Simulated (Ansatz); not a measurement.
**C₂H₇BrInN: vertical ionisation energy**

One table from this session's results is given with a row withheld; the runs are named, their logs left out.

Program: Ansatz 0.2.0, Gaussian basis. Level of theory: unrestricted cation, the program's frozen cores in correlated methods. These are calculated values, not measurements.

The runs, in order: UKS PBE-D4/def2-TZVPP; UKS r2SCAN-D4/def2-TZVPP; UKS PBE0-D4/def2-TZVPP; UKS B3LYP-D4/def2-TZVPP; UKS wB97X-V/def2-TZVPP; UKS wB97M-V/def2-TZVPP; UKS B2PLYP/def2-TZVPP; UHF-CCSD(T)/def2-TZVPP; UHF-MP2/def2-QZVPP; extrapolation to the limit; then −ε(HOMO) from the neutral's earlier runs with LDA (SPW92), PBE-D4, revPBE-D4, BLYP-D4, r2SCAN-D4, B97M-V, PBE0-D4, B3LYP-D4, r2SCANh-D4, r2SCAN0-D4, HSE06-D4, BHLYP-D4, CAM-B3LYP-D4, LC-ωPBE, ωB97X-V, ωB97M-V.

## Structure used throughout

An earlier PBE0-D4 in a triple-zeta def2 set relaxation fixed the geometry. In takes the def2 core potential; no spin-orbit term is included.

SMILES `C[N](C)[InH][Br]`, 12 atoms, charge 0, spin multiplicity 1.

Atoms are counted from 1 here; the program's logs count them from 0.

Bond lengths: C1–N2 1.440 Å, C1–H6 1.093 Å, C1–H7 1.101 Å, C1–H8 1.101 Å, N2–C3 1.439 Å, N2–In4 1.997 Å, C3–H9 1.091 Å, C3–H10 1.100 Å, C3–H11 1.100 Å, In4–Br5 2.478 Å, In4–H12 1.696 Å. Angles: N2–C1–H6 111.4°, N2–C1–H7 111.6°, N2–C1–H8 111.6°, H6–C1–H7 107.5°, H6–C1–H8 107.5°, H7–C1–H8 107.0°, C1–N2–C3 113.2°, C1–N2–In4 122.8°, C3–N2–In4 124.0°, N2–C3–H9 111.0°, N2–C3–H10 111.4°, N2–C3–H11 111.4°, H9–C3–H10 107.9°, H9–C3–H11 107.9°, H10–C3–H11 107.2°, N2–In4–Br5 110.7°, N2–In4–H12 128.0°, Br5–In4–H12 121.3°.

The first run:

in.yaml reads:

```yaml
crystal:
  periodic: [false, false, false]
  atoms:
    - {symbol: C, position_ang: [-0.516948, -0.673005, 1.252256]}
    - {symbol: N, position_ang: [-0.042743, -0.040485, 0.049063]}
    - {symbol: C, position_ang: [1.188797, 0.680804, 0.234664]}
    - {symbol: In, position_ang: [-1.011900, -0.164030, -1.692963]}
    - {symbol: Br, position_ang: [0.197023, 1.084905, -3.458815]}
    - {symbol: H, position_ang: [-1.452066, -1.211679, 1.077729]}
    - {symbol: H, position_ang: [-0.702515, 0.061812, 2.050251]}
    - {symbol: H, position_ang: [0.213471, -1.396872, 1.644290]}
    - {symbol: H, position_ang: [1.514627, 1.144921, -0.697967]}
    - {symbol: H, position_ang: [1.994793, 0.016414, 0.580552]}
    - {symbol: H, position_ang: [1.078559, 1.476202, 0.986921]}
    - {symbol: H, position_ang: [-2.461100, -0.978967, -2.025972]}
basis:
  gaussian: {orbitals: def2-TZVPP}
total_charge: 1
magnetization: {spin_polarized: true, initial_magnetization: 1}
hamiltonian: {xc: pbe, dispersion: d4}
```

Launch:

```
$ ansatz run in.yaml --threads 2 --pin off --events-out ev --progress --plain --max-ram 32768MiB --backend cuda --devices 0, --max-vram 18GiB
```

Among the steps run: Cation, UKS PBE-D4/def2-TZVPP; Cation, UKS r2SCAN-D4/def2-TZVPP; Cation, UKS PBE0-D4/def2-TZVPP; Cation, UKS B3LYP-D4/def2-TZVPP; Cation, UKS wB97X-V/def2-TZVPP; Cation, UKS wB97M-V/def2-TZVPP; Cation, UKS B2PLYP (frozen core)/def2-TZVPP; Cation, UHF-CCSD(T)/def2-TZVPP; Cation, UHF-MP2/def2-QZVPP.

One table of the session follows, with a row left open; its other results are not shown here.

For comparison, −ε(HOMO) of the neutral from earlier runs:

| functional | −ε(HOMO) (eV) |
| --- | --- |
| LDA (SPW92) | 5.32 |
| PBE-D4 | 5.16 |
| revPBE-D4 | 5.09 |
| BLYP-D4 | 5.06 |
| r2SCAN-D4 | 5.35 |
| B97M-V | 5.47 |
| PBE0-D4 | 6.33 |
| B3LYP-D4 | 6.16 |
| r2SCANh-D4 | 5.80 |
| r2SCAN0-D4 | 6.48 |
| HSE06-D4 | 5.93 |
| BHLYP-D4 | 7.49 |
| CAM-B3LYP-D4 | 7.68 |
| LC-ωPBE | ? |
| ωB97X-V | 8.66 |
| ωB97M-V | 8.59 |

**Question.** Estimate the row for LC-ωPBE.

As computed: −ε(HOMO) (eV): 8.97. In the column «−ε(HOMO) (eV)» it is the highest.

Caveats from the session: The cation may have settled in a state other than its lowest; no search over hole states beyond the program's own was made.
